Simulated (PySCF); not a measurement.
# Si3GeH10: magnetic properties

Aim: compute the magnetic properties of Si3GeH10.

Programs: PySCF 2.14.0, with routines of our own; each step states its level. All values are computed. Atoms count from 0.

### Step 1. The system as given

14 atoms, charge 0, multiplicity 1; geometry from: GFN2-xTB.

### Step 2. Magnetic properties: GIAO B3LYP/def2-SVP

The job: settings as JSON, then the geometry in Å.

```
{"job": {"kind": "mag", "xc": "B3LYP", "basis": "def2-SVP"}, "charge": 0, "multiplicity": 1}
Ge     0.176010    -0.845950     2.166400
Si     0.752200    -1.494980    -0.007280
Si     0.603510     0.281230    -1.504700
Si    -1.168900     1.733720    -1.148800
H      0.551430     0.566190     2.525720
H      0.771680    -1.630100     3.301590
H     -1.292640    -0.877050     2.482400
H     -0.140790    -2.602400    -0.374250
H      2.086650    -2.106070     0.059050
H      1.876010     1.023890    -1.468980
H      0.566930    -0.257720    -2.874080
H     -1.398920     1.925470     0.286760
H     -0.963650     3.062800    -1.729060
H     -2.419510     1.220960    -1.714760
```

Method: GIAO B3LYP/def2-SVP magnetisability, rotational g tensor and spin-rotation constants, non-relativistic, gas phase.

Launch:

```
> OMP_NUM_THREADS=1 python excited_run.py task.json out
```

This one command runs all jobs of the session in turn.

The log of the run:

```text
coarse grid: 51376 points
cycle   1  E = -2951.0261422875  dE = -7.775e-01  |g| = 3.891e-01  |ddm| = 3.323e+00
cycle   2  E = -2951.0274655367  dE = -1.323e-03  |g| = 3.992e-01  |ddm| = 4.365e-01
cycle   3  E = -2951.0456706041  dE = -1.821e-02  |g| = 2.470e-02  |ddm| = 2.619e-01
cycle   4  E = -2951.0457981358  dE = -1.275e-04  |g| = 6.515e-03  |ddm| = 3.997e-02
cycle   5  E = -2951.0458144952  dE = -1.636e-05  |g| = 1.604e-03  |ddm| = 1.332e-02
cycle   6  E = -2951.0458155876  dE = -1.092e-06  |g| = 4.052e-04  |ddm| = 3.430e-03
final grid: 102536 points
cycle   7  E = -2951.0457591141  dE = -2.421e-08  |g| = 3.950e-04  |ddm| = 2.043e-03
cycle   8  E = -2951.0457591041  dE =  9.965e-09  |g| = 4.269e-04  |ddm| = 1.241e-03
cycle   9  E = -2951.0457591792  dE = -7.512e-08  |g| = 1.779e-05  |ddm| = 6.335e-04
cycle  10  E = -2951.0457591793  dE = -9.322e-11  |g| = 2.522e-06  |ddm| = 2.632e-05
converged SCF energy = -2951.0457591793

Magnetisability tensor (1e-30 J/T^2)
    -1590.50       -3.40       -3.24
       -3.40    -1579.28        4.11
       -3.24        4.11    -1583.93
isotropic -1584.57   principal values   -1592.08  -1586.15  -1575.48
isotropic susceptibility -95.425 1e-6 cm^3/mol

Inertial axes            a          b          c
rot. const./GHz      2.7956     0.8650     0.6939
chi total           -95.557    -94.991    -95.727
chi diamagnetic    -579.455  -1433.876  -1770.285
chi paramagnetic    483.898   1338.885   1674.557
quadrupole/D A       -0.516     -0.689      1.205
g nuclear            0.6085     0.5355     0.5389
g electronic        -0.6355    -0.5441    -0.5459
g total             -0.0270    -0.0085    -0.0070

Spin-rotation constants (kHz, H = +C I.J)
atom  isotope        aa         bb         cc
  4     1H       -0.249     -0.050     -0.015
  5     1H        0.061     -0.080     -0.067
  6     1H       -0.266     -0.035     -0.023
  7     1H       -0.265     -0.080      0.017
  8     1H       -0.209     -0.013     -0.049
  9     1H       -0.268     -0.082      0.018
 10     1H       -0.135     -0.029     -0.055
 11     1H       -0.084     -0.029     -0.069
 12     1H       -0.048     -0.073     -0.041
 13     1H       -0.247     -0.083      0.015
  0   73Ge*      -0.586     -0.178     -0.148
  1   29Si*      -1.169     -0.384     -0.303
  2   29Si*      -1.172     -0.368     -0.301
  3   29Si*      -1.240     -0.364     -0.304
* in the singly substituted isotopologue
```

Run time: 21 s. Hardware: 1 thread of Arm Neoverse V1, shared host; peak memory 0.73 GiB.

Key values:

```csv
quantity,value
magnetisability,-1585·10⁻³⁰ J/T²
molar susceptibility,-95.4·10⁻⁶ cm³/mol
"rotational g (a, b, c)","-0.0270, -0.0085, -0.0070"
```

### Step 3. Magnetic properties: GIAO mPW1PW91/def2-SVP

Settings changed since step 2:

```diff
@@ -1,2 +1,2 @@
-{"job": {"kind": "mag", "xc": "B3LYP", "basis": "def2-SVP"}, "charge": 0, "multiplicity": 1}
+{"job": {"kind": "mag", "xc": "mPW1PW91", "basis": "def2-SVP"}, "charge": 0, "multiplicity": 1}
 Ge     0.176010    -0.845950     2.166400
```

Level: GIAO mPW1PW91/def2-SVP magnetisability, rotational g tensor and spin-rotation constants, non-relativistic, gas phase.

The log of the run:

```text
coarse grid: 51376 points
cycle   1  E = -2951.1276244176  dE = -7.891e-01  |g| = 3.297e-01  |ddm| = 3.303e+00
cycle   2  E = -2951.1298358109  dE = -2.211e-03  |g| = 3.246e-01  |ddm| = 3.767e-01
cycle   3  E = -2951.1418739368  dE = -1.204e-02  |g| = 1.922e-02  |ddm| = 2.107e-01
cycle   4  E = -2951.1419410671  dE = -6.713e-05  |g| = 5.765e-03  |ddm| = 3.052e-02
cycle   5  E = -2951.1419536117  dE = -1.254e-05  |g| = 1.199e-03  |ddm| = 1.094e-02
cycle   6  E = -2951.1419542100  dE = -5.983e-07  |g| = 3.203e-04  |ddm| = 2.484e-03
final grid: 102536 points
cycle   7  E = -2951.1418996323  dE = -2.884e-08  |g| = 2.967e-04  |ddm| = 1.736e-03
cycle   8  E = -2951.1418996332  dE = -8.340e-10  |g| = 2.992e-04  |ddm| = 8.618e-04
cycle   9  E = -2951.1418996693  dE = -3.612e-08  |g| = 1.742e-05  |ddm| = 4.193e-04
cycle  10  E = -2951.1418996694  dE = -7.549e-11  |g| = 2.380e-06  |ddm| = 2.163e-05
converged SCF energy = -2951.1418996694

Magnetisability tensor (1e-30 J/T^2)
    -1614.66       -4.33       -4.09
       -4.33    -1602.98        4.17
       -4.09        4.17    -1606.68
isotropic -1608.11   principal values   -1616.88  -1609.27  -1598.17
isotropic susceptibility -96.842 1e-6 cm^3/mol

Inertial axes            a          b          c
rot. const./GHz      2.7956     0.8650     0.6939
chi total           -96.952    -96.339    -97.236
chi diamagnetic    -578.788  -1433.127  -1769.366
chi paramagnetic    481.836   1336.787   1672.130
quadrupole/D A       -0.327     -0.640      0.967
g nuclear            0.6085     0.5355     0.5389
g electronic        -0.6328    -0.5432    -0.5451
g total             -0.0243    -0.0077    -0.0062

Spin-rotation constants (kHz, H = +C I.J)
atom  isotope        aa         bb         cc
  4     1H       -0.248     -0.050     -0.015
  5     1H        0.058     -0.080     -0.067
  6     1H       -0.265     -0.035     -0.023
  7     1H       -0.265     -0.079      0.016
  8     1H       -0.209     -0.013     -0.049
  9     1H       -0.268     -0.081      0.018
 10     1H       -0.137     -0.030     -0.055
 11     1H       -0.084     -0.029     -0.068
 12     1H       -0.049     -0.073     -0.041
 13     1H       -0.246     -0.083      0.014
  0   73Ge*      -0.581     -0.177     -0.146
  1   29Si*      -1.148     -0.376     -0.294
  2   29Si*      -1.148     -0.360     -0.293
  3   29Si*      -1.230     -0.363     -0.301
* in the singly substituted isotopologue
```

It took 21 s on 1 thread of Arm Neoverse V1, shared host; peak memory 0.68 GiB.

In short:

```csv
quantity,value
magnetisability,-1608·10⁻³⁰ J/T²
molar susceptibility,-96.8·10⁻⁶ cm³/mol
"rotational g (a, b, c)","-0.0243, -0.0077, -0.0062"
```

### Step 4. Magnetic properties side by side

```csv
level,ξ (10⁻³⁰ J/T²),g(a),g(b),gap (eV),functions,time
GIAO B3LYP/def2-SVP,-1585,-0.0270,-0.0085,7.40,136,21 s
GIAO mPW1PW91/def2-SVP,-1608,-0.0243,-0.0077,7.75,136,21 s
```

### Step 5. Outcome

```
                                            quantity                      value
       magnetisability (step 2, GIAO B3LYP/def2-SVP)           -1585·10⁻³⁰ J/T²
  molar susceptibility (step 2, GIAO B3LYP/def2-SVP)         -95.4·10⁻⁶ cm³/mol
rotational g (a, b, c) (step 2, GIAO B3LYP/def2-SVP)  -0.0270, -0.0085, -0.0070
                     magnetisability over the levels  -1608 to -1585·10⁻³⁰ J/T²
```

In words: Steps that list no spin-orbit terms leave them out, which matters at and beside the heavy atoms. The magnetisability spreads by 1.5 % over 2 levels of like cost. Two levels can agree by chance, so this spread shows no convergence. Vibrational averaging and real surroundings are missing from these values.
